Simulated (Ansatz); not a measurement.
**Sn: a tetragonal deformation path**

This session takes Sn and sets out to look for other minima along a tetragonal path.

Computed with Ansatz 0.2.0 (DFT PBE, scalar-relativistic, plane waves, PAW, unless a step's input says otherwise).

1 further run of the same task is left out (set aside as unsound or not needed).

### Step 1. Starting point

Symmetry: Fd-3m, No. 227, cubic system. The conventional cell has a = 6.491 Å, b = 6.491 Å, c = 6.491 Å, α = 90.00°, β = 90.00°, γ = 90.00°. Around Sn (site symmetry -43m) lie 4 Sn at 2.81 Å.

As a file:

```cif
data_structure
_symmetry_space_group_name_H-M 'P 1'
_symmetry_Int_Tables_number 1
_cell_length_a 4.5900
_cell_length_b 4.5900
_cell_length_c 4.5900
_cell_angle_alpha 60.000
_cell_angle_beta 60.000
_cell_angle_gamma 60.000
_cell_volume 68.38
loop_
_atom_site_label
_atom_site_type_symbol
_atom_site_fract_x
_atom_site_fract_y
_atom_site_fract_z
_atom_site_occupancy
Sn1 Sn 0.50000 0.50000 0.50000 1
Sn2 Sn 0.75000 0.75000 0.75000 1
```

No relaxation comes first: the listed cell is the starting point.

### Step 2. Zero of energy

Reference values: F = -12048.3769 eV; pressure 3.21 GPa; largest force 0.000 eV/Å; gap on the mesh none (metal). It was computed beforehand with the settings of the runs below.

### Step 3. Setting up a tetragonal deformation path

At fixed volume and fractional coordinates, lengths along (0.000, 0.000, 1.000) are scaled against those across it; ρ is that ratio over its starting value.

### Step 4. At ρ = 0.707

input.yaml

```yaml
crystal:
  lattice:
    - [0.0, 3.6432462238, 2.5757750802]
    - [3.6432462238, 0.0, 2.5757750802]
    - [3.6432462238, 3.6432462238, 0.0]
  atoms:
    - { symbol: Sn, position: [0.5, 0.5, 0.5] }
    - { symbol: Sn, position: [0.75, 0.75, 0.75] }
basis:
  ecutwfc: 420
kpoints:
  mp_grid: { grid: [14, 14, 14] }
hamiltonian:
  xc: pbe
scf:
  occupations: { method: gaussian, width: 0.15 }
output:
  forces: true
  stress: true
  eigenvalues: true
```

On the command line:

```bash
ansatz run input.yaml --threads 1 --pin off --max-ram 2560MiB --backend cpu --events-out ev --progress --plain --runs-dir out
```

Further runs follow: ρ = 1.414; ρ = 0.850; At ρ = 1.200; point ρ = 0.780; point ρ = 1.300; At ρ = 0.920; At ρ = 1.100; ρ = 0.650; point ρ = 1.500; ρ = 0.960; At ρ = 1.050.

What does the calculation give? Wanted: highest point.

As calculated:

```
     quantity                        value
highest point  283.4 meV/atom at ρ = 1.500
```

The undisturbed cell stays the lowest of the sampled points. No sampled point inside the path is a dip, apart from those named.
